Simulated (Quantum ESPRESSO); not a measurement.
# TiSn (Fm-3m) in Quantum ESPRESSO: notebook

One crystal, TiSn, is run at these levels: LDA; tasks: phonons.

Everything below comes from runs of Quantum ESPRESSO 7.5. Logs are shortened: lines on timing, memory, paths and dates and some standing lists are left out, and cuts for length are marked.

### Step 1. The crystal as given

Symmetry: Fm-3m, No. 225, cubic system. The conventional cell has a = 5.601 Å, b = 5.601 Å, c = 5.601 Å, α = 90.00°, β = 90.00°, γ = 90.00°. Ti (site symmetry m-3m) has 6 Sn at 2.80 Å as nearest neighbours. Sn (site symmetry m-3m) is surrounded by 6 Ti at 2.80 Å.

The cell was built by a generator and needn't be a form met in nature.

### Step 2. Phonons, LDA

pw.in

```
&CONTROL
  calculation = 'scf'
  prefix = 'pwscf'
  outdir = './tmp'
  pseudo_dir = './pseudo'
  tprnfor = .true.
  tstress = .true.
  disk_io = 'low'
/
&SYSTEM
  ibrav = 0
  A = 3.96057579
  nat = 2
  ntyp = 2
  ecutwfc = 84
  nbnd = 20
  occupations = 'smearing'
  smearing = 'mv'
  degauss = 0.01469973
/
&ELECTRONS
  conv_thr = 4d-10
  electron_maxstep = 120
  mixing_beta = 0.5
/
ATOMIC_SPECIES
Ti    47.8670 Ti.upf
Sn   118.7100 Sn.upf
CELL_PARAMETERS alat
   0.0000000000    0.7071067816    0.7071067816
   0.7071067816    0.0000000000    0.7071067816
   0.7071067816    0.7071067816    0.0000000000
ATOMIC_POSITIONS alat
Ti     0.0000000000    0.0000000000    0.0000000000
Sn     0.7071067816    0.7071067816    0.7071067816
K_POINTS automatic
8 8 8 0 0 0
```

relax.in

```
&CONTROL
  calculation = 'vc-relax'
  prefix = 'pwscf'
  outdir = './tmp'
  pseudo_dir = './pseudo'
  tprnfor = .true.
  tstress = .true.
  disk_io = 'low'
  nstep = 40
  forc_conv_thr = 0.0001
  etot_conv_thr = 1d-06
/
&SYSTEM
  ibrav = 0
  A = 3.96057579
  nat = 2
  ntyp = 2
  ecutwfc = 84
  nbnd = 20
  occupations = 'smearing'
  smearing = 'mv'
  degauss = 0.01469973
/
&ELECTRONS
  conv_thr = 4d-10
  electron_maxstep = 120
  mixing_beta = 0.5
/
&IONS
  ion_dynamics = 'bfgs'
/
&CELL
  cell_dynamics = 'bfgs'
  press = 0
  press_conv_thr = 0.2
/
ATOMIC_SPECIES
Ti    47.8670 Ti.upf
Sn   118.7100 Sn.upf
CELL_PARAMETERS alat
   0.0000000000    0.7071067816    0.7071067816
   0.7071067816    0.0000000000    0.7071067816
   0.7071067816    0.7071067816    0.0000000000
ATOMIC_POSITIONS alat
Ti     0.0000000000    0.0000000000    0.0000000000
Sn     0.7071067816    0.7071067816    0.7071067816
K_POINTS automatic
8 8 8 0 0 0
```

scf2.in

```
&CONTROL
  calculation = 'scf'
  prefix = 'pwscf'
  outdir = './tmp'
  pseudo_dir = './pseudo'
  tprnfor = .true.
  tstress = .true.
  disk_io = 'low'
/
&SYSTEM
  ibrav = 0
  A = 3.86270041
  nat = 2
  ntyp = 2
  ecutwfc = 84
  nbnd = 20
  occupations = 'smearing'
  smearing = 'mv'
  degauss = 0.01469973
/
&ELECTRONS
  conv_thr = 1d-13
  electron_maxstep = 120
  mixing_beta = 0.5
  startingpot = 'file'
  startingwfc = 'file'
/
ATOMIC_SPECIES
Ti    47.8670 Ti.upf
Sn   118.7100 Sn.upf
CELL_PARAMETERS alat
   0.0000000000    0.7071067815    0.7071067815
   0.7071067815    0.0000000000    0.7071067815
   0.7071067815    0.7071067815    0.0000000000
ATOMIC_POSITIONS alat
Ti     0.0000000000    0.0000000000    0.0000000000
Sn     0.7071067815    0.7071067815    0.7071067815
K_POINTS automatic
8 8 8 0 0 0
```

ph.in

```
phonons of TiSn
&INPUTPH
  prefix = 'pwscf'
  outdir = './tmp'
  tr2_ph = 1d-18
  fildyn = 'dyn'
  niter_ph = 90
  alpha_mix(1) = 0.4
/
0.0000000000 0.0000000000 0.0000000000
```

dynmat.in

```
&INPUT
  fildyn = 'dyn'
  asr = 'crystal'
  filout = 'dynmat.disp'
  fileig = 'dynmat.eig'
/
```

Potentials or basis: PseudoDojo 0.4.1 SR LDA standard.

Launch:

```
> OMP_NUM_THREADS=1 mpirun -n 4 pw.x -nk 4 -in pw.in > pw.out
> OMP_NUM_THREADS=1 mpirun -n 4 pw.x -nk 4 -in relax.in > relax.out
> OMP_NUM_THREADS=1 mpirun -n 4 pw.x -nk 4 -in scf2.in > scf2.out
> OMP_NUM_THREADS=1 mpirun -n 4 ph.x -nk 4 -in ph.in > ph.out
> OMP_NUM_THREADS=1 mpirun -n 1 dynmat.x -in dynmat.in > dynmat.out
```

pw.out:

```text
This program is part of the open-source Quantum ESPRESSO suite
     for quantum simulation of materials; please cite
[... 6 lines left out ...]
     using ibrav=0 with symmetry is DISCOURAGED, use correct ibrav instead

     K-points division:     npool     =       4
     Subspace diagonalization in iterative solution of the eigenvalue problem:
     a serial algorithm will be used

     G-vector sticks info
     --------------------
     sticks:   dense  smooth     PW     G-vecs:    dense   smooth      PW
     Sum        1285    1285    379                30827    30827    4909

     Using Slab Decomposition

     bravais-lattice index     =            0
     lattice parameter (alat)  =       7.4844  a.u.
     unit-cell volume          =     296.4535 (a.u.)^3
     number of atoms/cell      =            2
     number of atomic types    =            2
     number of electrons       =        26.00
     number of Kohn-Sham states=           20
     kinetic-energy cutoff     =      84.0000  Ry
     charge density cutoff     =     336.0000  Ry
     scf convergence threshold =      4.0E-10
     mixing beta               =       0.5000
     number of iterations used =            8  plain     mixing
     Exchange-correlation= SLA  PW   NOGX NOGC
                           (   1   4   0   0   0   0   0)

     celldm(1)=   7.484404  celldm(2)=   0.000000  celldm(3)=   0.000000
     celldm(4)=   0.000000  celldm(5)=   0.000000  celldm(6)=   0.000000

     crystal axes: (cart. coord. in units of alat)
               a(1) = (   0.000000   0.707107   0.707107 )
               a(2) = (   0.707107   0.000000   0.707107 )
               a(3) = (   0.707107   0.707107   0.000000 )

     reciprocal axes: (cart. coord. in units 2 pi/alat)
               b(1) = ( -0.707107  0.707107  0.707107 )
               b(2) = (  0.707107 -0.707107  0.707107 )
               b(3) = (  0.707107  0.707107 -0.707107 )

     PseudoPot. # 1 for Ti read from file:
     Ti.upf
     Pseudo is Norm-conserving + core correction, Zval = 12.0
     Generated using ONCVPSP code by D. R. Hamann
     Using radial grid of 1568 points,  6 beta functions with:
                l(1) =   0
                l(2) =   0
                l(3) =   1
                l(4) =   1
                l(5) =   2
                l(6) =   2

     PseudoPot. # 2 for Sn read from file:
     Sn.upf
     Pseudo is Norm-conserving + core correction, Zval = 14.0
     Generated using ONCVPSP code by D. R. Hamann
     Using radial grid of 1608 points,  6 beta functions with:
                l(1) =   0
                l(2) =   0
                l(3) =   1
                l(4) =   1
                l(5) =   2
                l(6) =   2

     atomic species   valence    mass     pseudopotential
     Ti               12.00    47.86700     Ti( 1.00)
     Sn               14.00   118.71000     Sn( 1.00)

     48 Sym. Ops., with inversion, found

   Cartesian axes

     site n.     atom                  positions (alat units)
         1        Ti     tau(   1) = (   0.0000000   0.0000000   0.0000000  )
         2        Sn     tau(   2) = (   0.7071068   0.7071068   0.7071068  )

     number of k points=    29  Marzari-Vanderbilt smearing, width (Ry)=  0.0147
                       cart. coord. in units 2pi/alat
        k(    1) = (   0.0000000   0.0000000   0.0000000), wk =   0.0039062
        k(    2) = (   0.0883883   0.0883883  -0.0883883), wk =   0.0312500
        k(    3) = (   0.1767767   0.1767767  -0.1767767), wk =   0.0312500
        k(    4) = (   0.2651650   0.2651650  -0.2651650), wk =   0.0312500
        k(    5) = (  -0.3535534  -0.3535534   0.3535534), wk =   0.0156250
        k(    6) = (   0.1767767   0.0000000   0.0000000), wk =   0.0234375
[... 21 lines left out ...]
        k(   28) = (  -0.7071068   0.1767767   0.0000000), wk =   0.0468750
        k(   29) = (  -0.7071068   0.3535534   0.0000000), wk =   0.0234375

     Dense  grid:    30827 G-vectors     FFT dimensions: (  45,  45,  45)

     Initial potential from superposition of free atoms

     starting charge      25.9974, renormalised to      26.0000
     Starting wfcs are   19 randomized atomic wfcs +    1 random wfcs

     Self-consistent Calculation

     iteration #  1     ecut=    84.00 Ry     beta= 0.50
     Davidson diagonalization with overlap
     ethr =  1.00E-02,  avg # of iterations =  3.5

     Threshold (ethr) on eigenvalues was too large:
     Diagonalizing with lowered threshold

     Davidson diagonalization with overlap
     ethr =  1.24E-04,  avg # of iterations =  2.8

     total energy              =    -275.85560905 Ry
     estimated scf accuracy    <       0.03397431 Ry

     iteration #  2     ecut=    84.00 Ry     beta= 0.50
     Davidson diagonalization with overlap
     ethr =  1.31E-04,  avg # of iterations =  2.0

     total energy              =    -275.85648619 Ry
     estimated scf accuracy    <       0.04479901 Ry

     iteration #  3     ecut=    84.00 Ry     beta= 0.50
     Davidson diagonalization with overlap
     ethr =  1.31E-04,  avg # of iterations =  1.7

     total energy              =    -275.86471573 Ry
     estimated scf accuracy    <       0.00338296 Ry
[... 26 lines left out ...]
     total energy              =    -275.86504370 Ry
     estimated scf accuracy    <       0.00000002 Ry

     iteration #  8     ecut=    84.00 Ry     beta= 0.50
     Davidson diagonalization with overlap
     ethr =  6.23E-11,  avg # of iterations =  2.0

     total energy              =    -275.86504370 Ry
     estimated scf accuracy    <          1.2E-09 Ry

     iteration #  9     ecut=    84.00 Ry     beta= 0.50
     Davidson diagonalization with overlap
     ethr =  4.71E-12,  avg # of iterations =  2.3

     End of self-consistent calculation

          k = 0.0000 0.0000 0.0000 (  3839 PWs)   bands (ev):

   -45.0272 -21.5925 -21.5925 -21.5925  -9.1005  -9.1005  -9.0315  -9.0315
    -9.0315   2.0254  11.7858  11.7858  11.7858  12.2015  12.2015  15.0117
    15.0117  15.0117  19.8066  20.0756

          k = 0.0884 0.0884-0.0884 (  3825 PWs)   bands (ev):

   -45.0269 -21.5975 -21.5938 -21.5938  -9.0959  -9.0959  -9.0299  -9.0275
    -9.0275   2.2537  11.3630  11.6403  11.6403  12.0219  12.0219  14.1877
    15.5419  15.5419  19.5079  20.8472

          k = 0.1768 0.1768-0.1768 (  3831 PWs)   bands (ev):

   -45.0261 -21.6094 -21.5970 -21.5970  -9.0854  -9.0854  -9.0259  -9.0173
    -9.0173   2.9166   9.9573  10.9804  10.9804  12.2291  12.2291  13.3730
    16.5214  16.5214  18.4695  20.6174
[... 145 lines left out ...]
          k =-0.7071 0.1768 0.0000 (  3858 PWs)   bands (ev):

   -45.0244 -21.6187 -21.6068 -21.6063  -9.1027  -9.0750  -9.0408  -8.9927
    -8.9833   4.8385   8.6082  10.0323  10.5936  12.5046  12.9532  12.9836
    13.1473  13.8963  17.6434  19.6990

          k =-0.7071 0.3536 0.0000 (  3852 PWs)   bands (ev):

   -45.0244 -21.6128 -21.6128 -21.6082  -9.1000  -9.0688  -9.0162  -9.0162
    -8.9833   5.0041   9.1605   9.1605   9.8149  12.9388  12.9388  12.9530
    13.2545  13.9441  20.7501  20.8202

     the Fermi energy is    11.7056 ev

!    total energy              =    -275.86504370 Ry
     estimated scf accuracy    <          3.8E-10 Ry
     smearing contrib. (-TS)   =      -0.00005148 Ry
     internal energy E=F+TS    =    -275.86499222 Ry

     The total energy is F=E-TS. E is the sum of the following terms:
     one-electron contribution =     -93.30655394 Ry
     hartree contribution      =      60.01231698 Ry
     xc contribution           =     -60.70149636 Ry
     ewald contribution        =    -181.86925891 Ry

     convergence has been achieved in   9 iterations

     Forces acting on atoms (cartesian axes, Ry/au):

     atom    1 type  1   force =     0.00000000    0.00000000    0.00000000
     atom    2 type  2   force =    -0.00000000   -0.00000000   -0.00000000

     Total force =     0.000000     Total SCF correction =     0.000000

     Computing stress (Cartesian axis) and pressure

          total   stress  (Ry/bohr**3)                   (kbar)     P=      -63.76
  -0.00043346   0.00000000   0.00000000          -63.76        0.00        0.00
   0.00000000  -0.00043346   0.00000000            0.00      -63.76        0.00
   0.00000000   0.00000000  -0.00043346            0.00        0.00      -63.76

=------------------------------------------------------------------------------=
   JOB DONE.
=------------------------------------------------------------------------------=
```

relax.out:

```text
This program is part of the open-source Quantum ESPRESSO suite
     for quantum simulation of materials; please cite
[... 6 lines left out ...]
     using ibrav=0 with symmetry is DISCOURAGED, use correct ibrav instead

     K-points division:     npool     =       4
[... 1935 lines left out ...]
  -0.00000021   0.00000000  -0.00000000           -0.03        0.00       -0.00
  -0.00000000  -0.00000021  -0.00000000           -0.00       -0.03       -0.00
  -0.00000000  -0.00000000  -0.00000021           -0.00       -0.00       -0.03

=------------------------------------------------------------------------------=
   JOB DONE.
=------------------------------------------------------------------------------=
```

Run time: 3.7 min. Hardware: 4 MPI ranks of Intel Xeon Platinum 8488C (Sapphire Rapids), shared host; peak memory 0.44 GiB.

What came out:

| Quantity | Value |
| --- | --- |
| Free energy | -3753.4026 eV |
| Relaxed volume | 20.38 Å³/atom |
| Relaxed cell | a = 3.863 Å, b = 3.863 Å, c = 3.863 Å, α = 60.00°, β = 60.00°, γ = 60.00° |
| Space group after relaxing (to 0.05 Å) | Fm-3m (No. 225) |
| Pressure after relaxing | 0.0 GPa |
| Band gap on the k mesh | none (metal or under the smearing width) |
| Highest phonon frequency at Γ | 260 cm⁻¹ |

Step by step:
```tsv
step	energy change (eV)	largest force (eV/Å)	pressure (GPa)	volume (Å³)
1	0.0000	0.0000	-6.38	43.93
2	-0.0455	0.0000	-3.86	42.52
3	-0.0671	0.0000	0.59	40.51
4	-0.0676	0.0000	-0.04	40.77
5	-0.0676	0.0000	0.00	40.75
```

Final structure:
```xyz
2
Lattice="0.0000 2.7313 2.7313 2.7313 0.0000 2.7313 2.7313 2.7313 0.0000" Properties=species:S:1:pos:R:3 pbc="T T T"
Ti    0.0000    0.0000    0.0000
Sn    2.7313    2.7313    2.7313
```

Phonon frequencies in cm⁻¹ (negative: imaginary):
```tsv
q point	frequencies
(0.000, 0.000, 0.000)	-2 -2 -2 260 260 260
```

Optical modes at Γ, degenerate ones joined:
```tsv
cm⁻¹	components	symmetry	active in
260	3	T1u	IR
```

(Part 1 of 4 ends here.)
